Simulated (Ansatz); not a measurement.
# CH₇GaSn: one species, many methods

The task here is to estimate one member of a computed series from the others.

Computed with Ansatz 0.2.0, Gaussian basis. Level: functionals in def2-TZVPP, the program's frozen cores in correlated methods.

Plan: LDA (SPW92), PBE-D4, revPBE-D4, BLYP-D4, r2SCAN-D4, B97M-V, PBE0-D4, B3LYP-D4, r2SCANh-D4, r2SCAN0-D4, HSE06-D4, BHLYP-D4, CAM-B3LYP-D4, LC-ωPBE, ωB97X-V, ωB97M-V, B2PLYP, PBE-QIDH; CCSD(T)/def2-SVP; CCSD(T)/def2-TZVPP; MP2/def2-QZVPP; extrapolation to the limit; RPA on PBE.

## The relaxed structure

The geometry comes from an earlier relaxation with PBE0-D4 in a triple-zeta def2 set; it is a stationary point, not always the lowest conformer. Sn takes the def2 core potential; no spin-orbit term is included.

SMILES `[CH3][SnH2][GaH2]`, 10 atoms, charge 0, spin multiplicity 1.

Atoms are counted from 1 here; the program's logs count them from 0.

Bond lengths: C1–Sn2 2.149 Å, C1–H4 1.090 Å, C1–H5 1.090 Å, C1–H6 1.090 Å, Sn2–Ga3 2.622 Å, Sn2–H7 1.717 Å, Sn2–H8 1.717 Å, Ga3–H9 1.576 Å, Ga3–H10 1.574 Å. Angles: Sn2–C1–H4 109.9°, Sn2–C1–H5 110.0°, Sn2–C1–H6 110.0°, H4–C1–H5 109.1°, H4–C1–H6 109.1°, H5–C1–H6 108.9°, C1–Sn2–Ga3 113.9°, C1–Sn2–H7 107.9°, C1–Sn2–H8 108.0°, Ga3–Sn2–H7 110.2°, Ga3–Sn2–H8 110.6°, H7–Sn2–H8 106.0°, Sn2–Ga3–H9 121.1°, Sn2–Ga3–H10 120.9°, H9–Ga3–H10 118.0°.

The first run:

in.yaml

```yaml
crystal:
  periodic: [false, false, false]
  atoms:
    - {symbol: C, position_ang: [-1.630337, 0.570088, -0.523906]}
    - {symbol: Sn, position_ang: [0.239589, -0.482321, -0.646758]}
    - {symbol: Ga, position_ang: [1.786896, -0.142585, 1.442108]}
    - {symbol: H, position_ang: [-2.223335, 0.378238, -1.418308]}
    - {symbol: H, position_ang: [-2.188026, 0.236891, 0.351469]}
    - {symbol: H, position_ang: [-1.449635, 1.641829, -0.439898]}
    - {symbol: H, position_ang: [-0.106940, -2.150302, -0.863698]}
    - {symbol: H, position_ang: [1.039775, 0.025529, -2.078605]}
    - {symbol: H, position_ang: [1.310745, 0.711516, 2.677708]}
    - {symbol: H, position_ang: [3.221270, -0.788882, 1.499897]}
basis:
  gaussian: {orbitals: def2-TZVPP}
hamiltonian: {xc: lda}
output: {orbitals: {seedname: orbitals}}
```

Started as:

```bash
ansatz run in.yaml --threads 2 --pin off --events-out ev --progress --plain --max-ram 4352MiB
```

Among the steps run: LDA; PBE-D4 (GGA); revPBE-D4 (GGA); BLYP-D4 (GGA); r2SCAN-D4 (meta-GGA); B97M-V (meta-GGA); B3LYP-D4 (hybrid); r2SCANh-D4 (hybrid); r2SCAN0-D4 (hybrid); HSE06-D4 (hybrid); BHLYP-D4 (hybrid); CAM-B3LYP-D4 (range-separated); LC-ωPBE (range-separated); ωB97X-V (range-separated); ωB97M-V (range-separated); B2PLYP (double hybrid); PBE-QIDH (double hybrid).

One of the session's tables, all rows but one given; the rest of the session is left out.

It belongs to the step «Frontier levels by functional». 

| functional | HOMO (eV) | LUMO (eV) | gap (eV) |
| --- | --- | --- | --- |
| LDA (SPW92) | -6.28 | -3.15 | 3.13 |
| PBE-D4 | -6.16 | -2.91 | 3.25 |
| revPBE-D4 | -6.11 | -2.80 | 3.31 |
| BLYP-D4 | -6.02 | -2.85 | 3.17 |
| r2SCAN-D4 | -6.40 | -2.70 | 3.71 |
| B97M-V | -6.47 | -2.92 | 3.55 |
| PBE0-D4 | ? | ? | ? |
| B3LYP-D4 | -6.97 | -2.40 | 4.58 |
| r2SCANh-D4 | -6.77 | -2.42 | 4.34 |
| r2SCAN0-D4 | -7.32 | -2.02 | 5.29 |
| HSE06-D4 | -6.77 | -2.50 | 4.27 |
| BHLYP-D4 | -8.05 | -1.40 | 6.65 |
| CAM-B3LYP-D4 | -8.36 | -1.24 | 7.12 |
| LC-ωPBE | -9.62 | -0.08 | 9.54 |
| ωB97X-V | -9.31 | -0.24 | 9.07 |
| ωB97M-V | -9.14 | -0.45 | 8.69 |

Estimate the missing values for PBE0-D4.

The run gave: HOMO (eV): -7.16; LUMO (eV): -2.14; gap (eV): 5.02. In the column «HOMO (eV)» it lies between r2SCAN0-D4 (-7.32) and B3LYP-D4 (-6.97).
